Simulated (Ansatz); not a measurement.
# C3H10BN: up Jacob's ladder to CCSD(T)

One table from this session's results is given with a row withheld; the runs are named, their logs left out.

Program: Ansatz 0.2.0, Gaussian basis. Level of theory: functionals in def2-TZVPP, the program's frozen cores in correlated methods. These are calculated values, not measurements.

The runs, in order: PBE-D4, r2SCAN-D4, PBE0-D4, B3LYP-D4, ωB97X-V, ωB97M-V, B2PLYP; CCSD(T)/def2-TZVPP; MP2/def2-QZVPP; extrapolation to the limit.

## The relaxed structure

An earlier PBE0-D4 in a triple-zeta def2 set relaxation fixed the geometry.

15 atoms, charge 0, spin multiplicity 1.

Atoms are counted from 1 here; the program's logs count them from 0.

Bond lengths: B1–C2 1.571 Å, B1–N5 1.613 Å, B1–H6 1.201 Å, B1–H7 1.201 Å, C2–C3 1.504 Å, C2–C4 1.504 Å, C2–N5 1.505 Å, C3–H8 1.093 Å, C3–H9 1.092 Å, C3–H10 1.098 Å, C4–H11 1.092 Å, C4–H12 1.098 Å, C4–H13 1.093 Å, N5–H14 1.009 Å, N5–H15 1.009 Å. Angles: C2–B1–N5 56.4°, C2–B1–H6 118.8°, C2–B1–H7 118.8°, N5–B1–H6 112.4°, N5–B1–H7 112.4°, H6–B1–H7 119.8°, B1–C2–C3 121.4°, B1–C2–C4 121.4°, B1–C2–N5 63.2°, C3–C2–C4 114.1°, C3–C2–N5 112.0°, C4–C2–N5 112.0°, C2–C3–H8 111.4°, C2–C3–H9 109.4°, C2–C3–H10 112.4°, H8–C3–H9 106.9°, H8–C3–H10 108.9°, H9–C3–H10 107.6° and more.

The first run:

in.yaml

```yaml
crystal:
  periodic: [false, false, false]
  atoms:
    - {symbol: B, position_ang: [0.351434, 1.292512, -0.798992]}
    - {symbol: C, position_ang: [0.156274, -0.020107, 0.041793]}
    - {symbol: C, position_ang: [0.101349, 0.013366, 1.544496]}
    - {symbol: C, position_ang: [0.478590, -1.372640, -0.531817]}
    - {symbol: N, position_ang: [-1.077250, 0.577007, -0.580942]}
    - {symbol: H, position_ang: [0.739323, 1.202296, -1.931579]}
    - {symbol: H, position_ang: [0.428880, 2.342948, -0.222856]}
    - {symbol: H, position_ang: [-0.191505, 1.000235, 1.910849]}
    - {symbol: H, position_ang: [1.094921, -0.194356, 1.948400]}
    - {symbol: H, position_ang: [-0.587343, -0.736858, 1.954471]}
    - {symbol: H, position_ang: [1.492957, -1.656899, -0.242454]}
    - {symbol: H, position_ang: [-0.201718, -2.153823, -0.168290]}
    - {symbol: H, position_ang: [0.450810, -1.359408, -1.624036]}
    - {symbol: H, position_ang: [-1.503829, 0.046433, -1.325461]}
    - {symbol: H, position_ang: [-1.754790, 0.968492, 0.055819]}
basis:
  gaussian: {orbitals: def2-TZVPP}
hamiltonian: {xc: pbe, dispersion: d4}
output: {forces: true, orbitals: {seedname: orbitals}}
```

On the command line:

```bash
ansatz run in.yaml --threads 4 --pin off --events-out ev --progress --plain --max-ram 10444MiB
```

Steps of the session up to this table: PBE-D4 (GGA); r2SCAN-D4 (meta-GGA); PBE0-D4 (hybrid); B3LYP-D4 (hybrid); ωB97X-V (range-separated); ωB97M-V (range-separated); B2PLYP (double hybrid); CCSD(T) in def2-TZVPP; MP2 in def2-QZVPP.

One table of the session follows, with a row left open; its other results are not shown here.

It belongs to the step «Atomisation energies». 

```
            method  atoms, summed (eV)  atomisation energy (kcal/mol)
            PBE-D4           -5374.964                         1386.1
         r2SCAN-D4           -5380.121                         1362.3
           PBE0-D4           -5376.659                         1369.2
          B3LYP-D4           -5384.259                         1363.5
           ωB97X-V           -5381.998                         1363.0
           ωB97M-V           -5380.304                         1365.7
            B2PLYP           -5378.929                         1347.4
     HF/def2-TZVPP           -5360.932                         1010.4
    MP2/def2-TZVPP           -5370.094                         1339.6
   CCSD/def2-TZVPP           -5372.762                         1309.8
CCSD(T)/def2-TZVPP           -5373.025                         1326.4
           MP2/CBS           -5371.664                         1369.6
       CCSD(T)/CBS                   ?                              ?
```

**Question.** Estimate the row for CCSD(T)/CBS.

As computed: atoms, summed (eV): -5374.595; atomisation energy (kcal/mol): 1356.4. In the column «atoms, summed (eV)» it lies between PBE-D4 (-5374.964) and CCSD(T)/def2-TZVPP (-5373.025).

Caveats from the session: Free atoms (1 B, 3 C, 1 N, 10 H) were run apart at each level; the atomisation energy is their sum less the molecule, without zero-point or spin-orbit terms.
